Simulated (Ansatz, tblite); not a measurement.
# Ge(vinyl)2H2 (C4H8Ge): a ladder of methods and basis sets

Aim: run the singlet of Ge(vinyl)2H2 (C4H8Ge) at one geometry on many levels, and compare frontier levels, spin and run time.

The runs use Ansatz 0.2.0, Gaussian basis; as each input shows.

The runs, in order: GFN1-xTB, GFN2-xTB, PBE-D4/def2-TZVP, r2SCAN-D4/def2-TZVP, HF/def2-TZVP, B97M-V/def2-TZVP, BHLYP-D4/def2-TZVP, PBE-D4/def2-SVP, PBE0-D4/def2-SVP, HF/STO-3G, HF/6-31G, B3LYP-D4/6-31G, CCSD(T)/def2-TZVP, RPA/def2-TZVP.

2 further runs of the same task are left out: 2 set aside as unsound or not needed.

### 1 The geometry

The singlet was relaxed beforehand with PBE-D4/def2-SVP.

13 atoms, charge 0, spin multiplicity 1.

Bond lengths: Ge1–C2 1.955 Å, Ge1–C7 1.955 Å, Ge1–H12 1.555 Å, Ge1–H13 1.555 Å, C2–C3 1.346 Å, C2–H4 1.106 Å, C3–H5 1.104 Å, C3–H6 1.104 Å, C7–C8 1.346 Å, C7–H9 1.106 Å, C8–H10 1.104 Å, C8–H11 1.104 Å. Angles: C2–Ge1–C7 110.5°, C2–Ge1–H12 107.2°, C2–Ge1–H13 110.9°, C7–Ge1–H12 110.9°, C7–Ge1–H13 107.2°, H12–Ge1–H13 110.1°, Ge1–C2–C3 123.3°, Ge1–C2–H4 117.6°, C3–C2–H4 119.1°, C2–C3–H5 121.8°, C2–C3–H6 122.1°, H5–C3–H6 116.1°, Ge1–C7–C8 123.3°, Ge1–C7–H9 117.6°, C8–C7–H9 119.1°, C7–C8–H10 121.8°, C7–C8–H11 122.1°, H10–C8–H11 116.1°.

PBE0-D4/def2-TZVP was run before; its log isn't repeated, and its numbers join the tables.

### 2 GFN1-xTB

Tight binding, by tblite at 300 K electronic temperature and without a spin-polarisation term:

```python
tblite.interface.Calculator('GFN1-xTB', numbers, positions, charge=0, uhf=0).singlepoint()
```

Energy -390.3588 eV, HOMO -11.97 eV, LUMO -7.50 eV; 0.006 s.

### 3 GFN2-xTB

Tight binding, by tblite at 300 K electronic temperature and without a spin-polarisation term:

```python
tblite.interface.Calculator('GFN2-xTB', numbers, positions, charge=0, uhf=0).singlepoint()
```

Energy -393.5116 eV, HOMO -10.85 eV, LUMO -6.38 eV; 0.004 s.

### 4 PBE-D4/def2-TZVP

start.molden holds the orbitals of an earlier run on this state, given as this run's starting guess.

The input, in.yaml:

```yaml
crystal:
  periodic: [false, false, false]
  atoms:
    - {symbol: Ge, position_ang: [-0.603038, -0.146728, -0.520756]}
    - {symbol: C, position_ang: [-0.794921, -0.110344, 1.424627]}
    - {symbol: C, position_ang: [-1.600866, 0.751864, 2.071755]}
    - {symbol: H, position_ang: [-0.192462, -0.827788, 2.011873]}
    - {symbol: H, position_ang: [-2.220317, 1.488421, 1.530388]}
    - {symbol: H, position_ang: [-1.683127, 0.763556, 3.172980]}
    - {symbol: C, position_ang: [1.248138, 0.219524, -1.031879]}
    - {symbol: C, position_ang: [2.011782, -0.651340, -1.717570]}
    - {symbol: H, position_ang: [1.682960, 1.187498, -0.721192]}
    - {symbol: H, position_ang: [1.624343, -1.631115, -2.048092]}
    - {symbol: H, position_ang: [3.060113, -0.428370, -1.983877]}
    - {symbol: H, position_ang: [-1.562703, 0.932169, -1.099105]}
    - {symbol: H, position_ang: [-0.969902, -1.547348, -1.089150]}
basis:
  gaussian: {orbitals: def2-TZVP, initial_orbitals: start.molden}
hamiltonian: {xc: pbe, dispersion: d4}
scf: {omitted_lower_state_checks: [starts]}
output: {orbitals: {seedname: orbitals}}
```

On the command line:

```sh
$ ansatz run in.yaml --threads 2 --pin off --events-out ev --progress --plain --max-ram 32768MiB --backend cpu
```

Further steps of the session: r2SCAN-D4/def2-TZVP; HF/def2-TZVP; B97M-V/def2-TZVP; BHLYP-D4/def2-TZVP; PBE-D4/def2-SVP; PBE0-D4/def2-SVP; HF/STO-3G; HF/6-31G; B3LYP-D4/6-31G; CCSD(T)/def2-TZVP; RPA/def2-TZVP.

Before running them: what should the planned runs give, taken together? Wanted: gap in def2-TZVP, named functionals and Hartree-Fock, smallest and largest; correlation energy, CCSD(T)/def2-TZVP; binding an atom, CCSD(T)/def2-TZVP; PBE0 total energy, smallest basis above largest.

**Answer**, as computed:

| quantity | value |
| --- | --- |
| gap in def2-TZVP, named functionals and Hartree-Fock, smallest and largest | 5.04 eV (PBE-D4), 13.19 eV (HF) |
| correlation energy, CCSD(T)/def2-TZVP | -26.60 eV |
| binding an atom, CCSD(T)/def2-TZVP | 3.842 eV |
| PBE0 total energy, smallest basis above largest | 11.68 eV (def2-SVP, def2-TZVP) |

In words: Over the named functionals and Hartree-Fock in def2-TZVP the gap runs from 5.04 eV (PBE-D4) to 13.19 eV (HF); exact exchange widens it. A small miss in a minimal or small basis is a cancelling of errors, not accuracy. The functionals in def2-TZVP miss CCSD(T)/def2-TZVP by +0.015 (BHLYP-D4) to +0.189 eV (PBE-D4) an atom. The reference is CCSD(T) in one finite basis, so it carries an error of its own, often a tenth of an eV or more, and near misses can't be ranked.
